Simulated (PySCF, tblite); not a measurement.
# C5H9FO2Si: geometry, infrared bands and NMR shifts

Wanted: the infrared bands and NMR shifts of C5H9FO2Si (`CC(=O)[Si@@H](C=O)[C@@H](C)F`), by calculation.

Computed with tblite 0.8.0 and PySCF 2.14.0, with density-fitted response routines of our own, on a single molecule in the gas phase. Atoms count from 0, in the outputs and in this text.

## Step 1: The starting structure

18 atoms, charge 0, multiplicity 1; geometry from: force field or distance geometry start.

Bonds of the start (Å): C0–C1 1.50, C1–O2 1.23, C1–Si3 1.89, Si3–C4 1.88, C4–O5 1.22, Si3–C6 1.87, C6–C7 1.53, C6–F8 1.37, C0–H9 1.08, C0–H10 1.10, C0–H11 1.09, Si3–H12 1.48, C4–H13 1.09, C6–H14 1.09, C7–H15 1.09, C7–H16 1.09, C7–H17 1.11.

## Step 2: Geometry optimisation with GFN2-xTB

The job: settings as JSON, then the geometry in Å.

```
{"job": {"kind": "relax", "xc": "GFN2-xTB", "basis": "xTB"}, "charge": 0, "multiplicity": 1}
C     -1.899200    -1.552700    -0.659700
C     -1.540000    -0.402300     0.226400
O     -1.885600    -0.298800     1.405000
Si    -0.409100     0.958400    -0.446800
C     -0.040400     2.209100     0.906700
O      0.990100     2.857400     0.811000
C      1.187800     0.201600    -1.066700
C      2.051500    -0.512600    -0.027700
F      0.863200    -0.719700    -2.025000
H     -1.054600    -2.216000    -0.786800
H     -2.727500    -2.116800    -0.201400
H     -2.256500    -1.185600    -1.627400
H     -1.111300     1.623400    -1.569600
H     -0.766400     2.317700     1.712400
H      1.781400     0.981900    -1.552200
H      2.929500    -0.940500    -0.502100
H      2.375900     0.160600     0.767900
H      1.502400    -1.358900     0.424400
```

Run with:

```bash
> OMP_NUM_THREADS=1 python probes_run.py task.json out
```

This one command runs all jobs of the session in turn.

The program printed:

```text
step      E/eV     max force
  0    -810.89387    1.473
  1    -810.96387    1.603
  2    -811.01308    0.427
  3    -811.03423    0.438
  4    -811.06188    0.567
  5    -811.07156    0.503
  6    -811.07757    0.169
  7    -811.08170    0.177
  8    -811.08512    0.153
  9    -811.08746    0.118
 10    -811.08872    0.093
 11    -811.08969    0.119
 12    -811.09074    0.135
 13    -811.09177    0.112
 14    -811.09259    0.071
 15    -811.09321    0.059
 16    -811.09372    0.058
 17    -811.09417    0.067
 18    -811.09452    0.048
 19    -811.09478    0.043
 20    -811.09501    0.042
 21    -811.09528    0.044
 22    -811.09565    0.065
 23    -811.09609    0.070
 24    -811.09651    0.056
 25    -811.09682    0.043
 26    -811.09710    0.042
 27    -811.09747    0.062
 28    -811.09800    0.076
 29    -811.09863    0.075
 30    -811.09921    0.077
 31    -811.09973    0.080
 32    -811.10029    0.085
 33    -811.10107    0.092
 34    -811.10199    0.072
 35    -811.10275    0.058
 36    -811.10334    0.061
 37    -811.10403    0.098
 38    -811.10477    0.129
 39    -811.10543    0.136
 40    -811.10615    0.069
 41    -811.10692    0.123
 42    -811.10741    0.106
 43    -811.10807    0.092
 44    -811.10854    0.056
 45    -811.10897    0.065
 46    -811.10946    0.106
 47    -811.10959    0.127
 48    -811.11032    0.071
 49    -811.11064    0.079
 50    -811.11089    0.039
 51    -811.11099    0.029
 52    -811.11119    0.033
 53    -811.11133    0.035
 54    -811.11149    0.034
 55    -811.11162    0.032
 56    -811.11175    0.031
 57    -811.11187    0.029
 58    -811.11203    0.035
 59    -811.11226    0.041
 60    -811.11255    0.060
 61    -811.11284    0.070
 62    -811.11310    0.060
 63    -811.11333    0.042
 64    -811.11353    0.032
 65    -811.11368    0.026
 66    -811.11378    0.031
 67    -811.11386    0.029
 68    -811.11394    0.029
 69    -811.11404    0.025
 70    -811.11419    0.023
 71    -811.11427    0.025
 72    -811.11437    0.029
 73    -811.11446    0.030
 74    -811.11456    0.024
 75    -811.11467    0.030
 76    -811.11477    0.026
 77    -811.11486    0.033
 78    -811.11495    0.030
 79    -811.11502    0.023
 80    -811.11508    0.020
 81    -811.11512    0.014
 82    -811.11516    0.014
 83    -811.11518    0.019
 84    -811.11521    0.017
 85    -811.11523    0.015
 86    -811.11526    0.020
 87    -811.11530    0.022
 88    -811.11536    0.019
 89    -811.11542    0.018
 90    -811.11548    0.021
 91    -811.11556    0.026
 92    -811.11565    0.031
 93    -811.11573    0.025
 94    -811.11578    0.014
 95    -811.11581    0.012
 96    -811.11585    0.021
 97    -811.11588    0.018
 98    -811.11591    0.025
 99    -811.11592    0.010
```

It took 1.2 s on 1 thread of Arm Neoverse N1, shared host; peak memory 0.18 GiB.

The steps of the relaxation: (not every step is listed)

| step | energy from step 0 (eV) | largest force (eV/Å) |
| --- | --- | --- |
| 0 | 0.0000 | 1.4731 |
| 1 | -0.0700 | 1.6025 |
| 2 | -0.1192 | 0.4268 |
| 3 | -0.1404 | 0.4378 |
| 4 | -0.1680 | 0.5669 |
| 5 | -0.1777 | 0.5034 |
| 6 | -0.1837 | 0.1690 |
| 7 | -0.1878 | 0.1766 |
| 8 | -0.1912 | 0.1531 |
| 16 | -0.1998 | 0.0583 |
| 24 | -0.2026 | 0.0560 |
| 32 | -0.2064 | 0.0850 |
| 40 | -0.2123 | 0.0688 |
| 48 | -0.2165 | 0.0709 |
| 56 | -0.2179 | 0.0310 |
| 64 | -0.2197 | 0.0321 |
| 72 | -0.2205 | 0.0292 |
| 80 | -0.2212 | 0.0195 |
| 88 | -0.2215 | 0.0195 |
| 94 | -0.2219 | 0.0143 |
| 95 | -0.2219 | 0.0122 |
| 96 | -0.2220 | 0.0206 |
| 97 | -0.2220 | 0.0181 |
| 98 | -0.2220 | 0.0246 |
| 99 | -0.2220 | 0.0097 |

Distances of close pairs at the start and the end, largest changes first:

| bond | before (Å) | after (Å) | change (Å) |
| --- | --- | --- | --- |
| Si3–C6 | 1.873 | 1.929 | +0.056 |
| C1–Si3 | 1.893 | 1.942 | +0.049 |
| Si3–C4 | 1.879 | 1.922 | +0.043 |
| C6–F8 | 1.368 | 1.398 | +0.030 |
| C1–O2 | 1.233 | 1.209 | -0.024 |
| C4–H13 | 1.090 | 1.108 | +0.018 |
| C7–H17 | 1.105 | 1.088 | -0.017 |
| C4–O5 | 1.221 | 1.205 | -0.017 |

The final coordinates are the input of the step that follows.

## Step 3: Vibrational analysis with GFN2-xTB

The job: settings as JSON, then the geometry in Å.

```
{"job": {"kind": "ir", "xc": "GFN2-xTB", "basis": "xTB"}, "charge": 0, "multiplicity": 1}
C     -1.910659    -1.576641    -0.622245
C     -1.591450    -0.403341     0.255645
O     -2.041021    -0.276779     1.370628
Si    -0.426408     0.960268    -0.489507
C     -0.001663     2.189986     0.925642
O      1.125548     2.471561     1.244094
C      1.219095     0.179396    -1.123814
C      2.053337    -0.483422    -0.038138
F      0.896984    -0.773868    -2.094411
H     -0.989747    -2.039087    -0.969259
H     -2.524383    -2.303483    -0.095074
H     -2.439404    -1.217013    -1.502708
H     -1.134110     1.642611    -1.577597
H     -0.852282     2.640081     1.474549
H      1.826054     0.921472    -1.654930
H      2.939179    -0.944769    -0.470344
H      2.362979     0.270939     0.679336
H      1.479196    -1.251594     0.476534
```

The program printed:

```text
mode    cm-1     km/mol
  1      -5.0      5.80
  2      46.5      1.15
  3      57.2      9.32
  4      86.8      4.30
  5      96.0      6.29
  6     116.0      1.71
  7     131.4      0.67
  8     215.6      0.68
  9     221.3      0.02
 10     255.7      3.28
 11     309.5     14.01
 12     377.6     15.29
 13     403.2     10.32
 14     427.6     36.90
 15     462.5     18.14
 16     552.8     75.49
 17     592.6     24.96
 18     598.1     43.03
 19     671.0     27.15
 20     723.7     80.63
 21     780.9     63.23
 22     901.7     29.82
 23     951.5      2.23
 24     971.5      1.15
 25    1001.8      5.26
 26    1061.4     29.06
 27    1113.0      8.38
 28    1125.4    106.73
 29    1239.9     16.49
 30    1281.2      3.00
 31    1351.0     37.62
 32    1361.7     38.38
 33    1401.1     10.59
 34    1440.4     19.63
 35    1443.1     16.50
 36    1475.3      4.14
 37    1492.2      6.32
 38    1721.2    249.82
 39    1740.8    184.22
 40    2241.8    234.03
 41    2738.1    102.23
 42    2913.8     25.32
 43    3023.2      4.11
 44    3028.1     23.75
 45    3034.4     10.64
 46    3035.9      5.56
 47    3045.2     14.47
 48    3058.5      4.89
```

It took 1.1 s on 1 thread of Arm Neoverse N1, shared host; peak memory 0.18 GiB.

The strongest bands and the atoms that carry them (share of the mass-weighted mode):

```csv
cm⁻¹,km/mol,atoms
553,75.5,"H12 75 %, C4 13 %"
724,80.6,"Si3 40 %, C4 29 %"
781,63.2,"H13 50 %, C4 35 %"
1125,106.7,"C1 48 %, H10 26 %, C0 19 %"
1721,249.8,"C1 51 %, O2 34 %"
1741,184.2,"C4 50 %, O5 36 %"
2242,234.0,H12 97 %
2738,102.2,H13 94 %
```

## Step 4: NMR shieldings: PBE0/pcSseg-1

Settings changed since step 3:

```diff
@@ -1,2 +1,2 @@
-{"job": {"kind": "ir", "xc": "GFN2-xTB", "basis": "xTB"}, "charge": 0, "multiplicity": 1}
+{"job": {"kind": "nmr", "xc": "PBE0", "basis": "pcSseg-1"}, "charge": 0, "multiplicity": 1}
 C     -1.910659    -1.576641    -0.622245
```

With the program's defaults for keys left out, this is: GIAO PBE0/pcSseg-1 NMR shielding, non-relativistic, gas phase.

The program printed:

```text
coarse grid: 15896 points
cycle   1  E = -734.7070453054  dE =  1.075e+00  |g| = 1.109e+00  |ddm| = 3.766e+00
cycle   2  E = -733.8082295193  dE =  8.988e-01  |g| = 2.403e+00  |ddm| = 2.705e+00
cycle   3  E = -734.9377472095  dE = -1.130e+00  |g| = 2.185e-01  |ddm| = 2.171e+00
cycle   4  E = -734.9455165375  dE = -7.769e-03  |g| = 1.175e-01  |ddm| = 2.306e-01
cycle   5  E = -734.9476935611  dE = -2.177e-03  |g| = 3.380e-02  |ddm| = 8.462e-02
cycle   6  E = -734.9478850554  dE = -1.915e-04  |g| = 1.327e-02  |ddm| = 2.609e-02
cycle   7  E = -734.9479155137  dE = -3.046e-05  |g| = 4.570e-03  |ddm| = 1.148e-02
cycle   8  E = -734.9479192216  dE = -3.708e-06  |g| = 1.106e-03  |ddm| = 3.299e-03
final grid: 150336 points
cycle   9  E = -735.0282308769  dE = -9.080e-06  |g| = 1.634e-02  |ddm| = 2.490e-02
cycle  10  E = -735.0280884308  dE =  1.424e-04  |g| = 3.209e-02  |ddm| = 2.938e-02
cycle  11  E = -735.0282806762  dE = -1.922e-04  |g| = 2.958e-03  |ddm| = 2.082e-02
cycle  12  E = -735.0282825644  dE = -1.888e-06  |g| = 3.746e-04  |ddm| = 2.193e-03
cycle  13  E = -735.0282825802  dE = -1.578e-08  |g| = 1.945e-04  |ddm| = 3.324e-04
cycle  14  E = -735.0282825863  dE = -6.055e-09  |g| = 3.080e-05  |ddm| = 1.370e-04
cycle  15  E = -735.0282825864  dE = -7.753e-11  |g| = 2.512e-05  |ddm| = 4.161e-05
converged SCF energy = -735.0282825864

GIAO shielding tensors (ppm)
atom      isotropic    diamagn.    paramagn.     s11        s22        s33       span
  0 C      143.022     252.901    -109.879    108.076    130.667    190.323     82.247
  1 C      -55.474     255.059    -310.532   -145.122   -113.670     92.371    237.492
  2 O     -522.666     400.410    -923.076  -1385.014   -510.325    327.343   1712.357
  3 Si     419.712     883.251    -463.539    393.773    401.164    464.197     70.424
  4 C      -60.883     254.932    -315.815   -187.392    -93.602     98.346    285.738
  5 O     -616.119     400.157   -1016.276  -1723.356   -551.872    426.870   2150.226
  6 C       99.852     249.533    -149.681     53.994     75.537    170.024    116.030
  7 C      166.035     250.237     -84.202    148.297    165.780    184.027     35.731
  8 F      418.125     475.993     -57.868    368.897    407.037    478.442    109.544
  9 H       28.758      31.597      -2.839     25.343     28.786     32.145      6.802
 10 H       29.395      28.785       0.610     26.717     27.201     34.266      7.549
 11 H       29.150      29.184      -0.034     26.438     28.958     32.055      5.617
 12 H       26.884      30.009      -3.124     24.573     25.308     30.772      6.199
 13 H       19.392      28.237      -8.845     13.563     20.312     24.301     10.738
 14 H       26.408      30.370      -3.962     23.589     26.016     29.619      6.030
 15 H       29.730      28.838       0.892     25.956     27.241     35.994     10.038
 16 H       30.074      31.248      -1.174     25.474     27.803     36.945     11.471
 17 H       30.434      32.880      -2.446     26.468     30.246     34.587      8.119
```

It took 60 s on 1 thread of Arm Neoverse N1, shared host; peak memory 0.93 GiB.

Shifts follow as δ = σ(reference) − σ, with reference shieldings (ppm) from runs at the same level and on the same kind of geometry: ¹H TMS 31.72, ¹³C TMS 186.9, ²⁹Si TMS 349.2, ¹⁹F CFCl3 170.9, ¹⁷O H2O 336.1. The references are single molecules in the gas phase, so shifts against H2O, NH3, PH3, H3PO4 or CFCl3 are not on the usual liquid scales and can be off by tens of ppm. Atoms listed in one row are averaged.

```
        atoms                                  environment  σ (ppm)  δ (ppm)  δ scaled to CDCl3
           C4                              carbonyl carbon    -60.9    247.8              239.9
           C1                              carbonyl carbon    -55.5    242.4              234.7
           C6                    sp3 CH bonded to F and Si     99.9     87.1               83.1
           C0                methyl carbon α to a carbonyl    143.0     43.9               40.9
           C7                                methyl carbon    166.0     20.9               18.5
          H13                hydrogen on a carbonyl carbon    19.39    12.32              11.73
          H14     hydrogen on an sp3 CH bonded to F and Si    26.41     5.31               5.11
          H12          hydrogen on a silicon bonded to 3 C    26.88     4.83                  –
 H9, H10, H11  hydrogen on a methyl carbon α to a carbonyl    29.10     2.62               2.57
H15, H16, H17                  hydrogen on a methyl carbon    30.08     1.64               1.65
           O5                              carbonyl oxygen   -616.1    952.2                  –
           O2                              carbonyl oxygen   -522.7    858.7                  –
          Si3                     silicon bonded to 3 C, H    419.7    -70.6                  –
           F8                    fluorine on an sp3 carbon    418.1   -247.2                  –
```

The scaled column applies a straight-line fit of computed shieldings to shifts measured in CDCl3, and one for carbons that bear F (root-mean-square error 0.16 ppm for H, 1.9 ppm for C).

Charges from the same density, by scheme (e):

| atoms | Mulliken | IAO | Hirshfeld | ESP fit |
| --- | --- | --- | --- | --- |
| C0 | -0.26 | -0.48 | -0.13 | -0.60 |
| C1 | -0.08 | 0.16 | 0.09 | 0.62 |
| O2 | -0.34 | -0.38 | -0.22 | -0.49 |
| Si3 | 0.75 | 0.74 | 0.34 | -0.01 |
| C4 | -0.02 | 0.02 | 0.06 | 0.42 |
| O5 | -0.34 | -0.36 | -0.20 | -0.43 |
| C6 | -0.14 | -0.07 | -0.01 | 0.35 |
| C7 | -0.28 | -0.44 | -0.13 | -0.51 |
| F8 | -0.35 | -0.34 | -0.12 | -0.30 |

Mayer bond orders: C0–C1 1.00, C1–O2 1.95, C1–Si3 0.82, Si3–C4 0.83, C4–O5 1.94, Si3–C6 0.87, C6–C7 1.04, C6–F8 0.81.

## Step 5: Summary of results

| quantity | value |
| --- | --- |
| strongest single infrared mode (GFN2-xTB) | 1721 cm⁻¹, 250 km/mol |
| zero-point energy (GFN2-xTB) | 80.5 kcal/mol |
| ¹³C shifts against TMS (PBE0/pcSseg-1) | 247.8, 242.4, 87.1, 43.9, 20.9 ppm |
| ¹H shifts against TMS (PBE0/pcSseg-1, means over atoms taken as alike) | 12.32, 5.31, 4.83, 2.62, 1.64 ppm |
| ¹⁷O shifts against H2O (PBE0/pcSseg-1) | 952.2, 858.7 ppm |
| ²⁹Si shifts against TMS (PBE0/pcSseg-1) | -70.6 ppm |
| ¹⁹F shifts against CFCl3 (PBE0/pcSseg-1) | -247.2 ppm |

**Reading.** Relaxing lowered the energy by 0.222 eV in 99 steps; the close pair that moved most is Si3–C6, from 1.873 to 1.929 Å. The lowest mode is slightly imaginary (5i cm⁻¹), a soft motion within the noise of the Hessian, so the minimum is not strictly shown. The strongest single mode, at 1721 cm⁻¹, moves mainly C1 and O2. GFN2-xTB is a fitted tight-binding method: band positions and strengths are rough. Its intensities can rank the bands wrongly. At PBE0/pcSseg-1: Shielding is most anisotropic at O5 (span 2150 ppm, paramagnetic term -1016 ppm).
